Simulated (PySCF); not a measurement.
**C₅H₅BF₂Si: electronic excitations**

Wanted: the electronic excitations of C₅H₅BF₂Si (`FB(F)C#CC1=CC[SiH2]1`), by calculation.

Computed with PySCF 2.14.0, with density-fitted response routines of our own, on a single molecule in the gas phase. Atoms count from 0, in the outputs and in this text.

**1. The molecule as given**

14 atoms, charge 0, multiplicity 1; geometry from: GFN2-xTB.

Bonds of the start (Å): F0–B1 1.32, B1–F2 1.32, B1–C3 1.50, C3–C4 1.22, C4–C5 1.39, C5–C6 1.35, C6–C7 1.50, C7–Si8 1.93, Si8–C5 1.91, C6–H9 1.08, C7–H10 1.09, C7–H11 1.09, Si8–H12 1.46, Si8–H13 1.46.

**2. Excited states and response: CAM-B3LYP/def2-SVPD**

Job settings and geometry (Å):

```
{"job": {"kind": "uv", "xc": "CAM-B3LYP", "basis": "def2-SVPD", "nstates": 8, "ntriplets": 3}, "charge": 0, "multiplicity": 1}
F      4.530510     0.023249    -1.061278
B      3.786964    -0.488382    -0.092784
F      4.470275    -1.185661     0.800588
C      2.301510    -0.291705    -0.016388
C      1.101035    -0.119469     0.073217
C     -0.274335     0.052132     0.092631
C     -1.098881     0.394880     1.101023
C     -2.477212     0.416802     0.506632
Si    -1.688528    -0.070763    -1.186906
H     -0.848530     0.626921     2.125069
H     -3.151050    -0.300283     0.975464
H     -2.954308     1.394307     0.576978
H     -1.990967    -1.407148    -1.690771
H     -1.707161     0.954647    -2.225642
```

Level: TDDFT CAM-B3LYP/def2-SVPD, vertical, gas phase, core orbitals frozen in the response.

Started as:

```
$ OMP_NUM_THREADS=1 python probes_run.py task.json out
```

The driver reads the jobs from task.json and runs them one after another.

What will the session give for the following? lowest singlet (CAM-B3LYP/def2-SVPD); brightest single state of those computed; lowest triplet; surface potential, 1st and 99th percentile. Wanted: lowest singlet; brightest single state of those computed; lowest triplet; surface potential, 1st and 99th percentile.

**Answer**, as computed:

| quantity | value |
| --- | --- |
| lowest singlet (CAM-B3LYP/def2-SVPD) | 4.41 eV (281 nm), f = 0.025 |
| brightest single state of those computed | state 6, 6.50 eV, f = 0.382 |
| lowest triplet | 3.17 eV |
| surface potential, 1st and 99th percentile | -0.89 V and 1.65 V |

**Reading.** The lowest singlet, at 4.41 eV, is HOMO−1→LUMO 0.45, HOMO→LUMO 0.45 and is weak; of the 8 states computed, the strongest absorption comes from state 6 at 6.50 eV. The lowest triplet lies 1.24 eV below the lowest singlet (triplets in Tamm-Dancoff, singlets in full TDDFT). At CAM-B3LYP/def2-SVPD, counted by nearest atom on the grid, the HOMO lies on C3, C6 about 25 % each; C5 19 %, the LUMO on C6 21 %; C3, C4 about 16 % each.
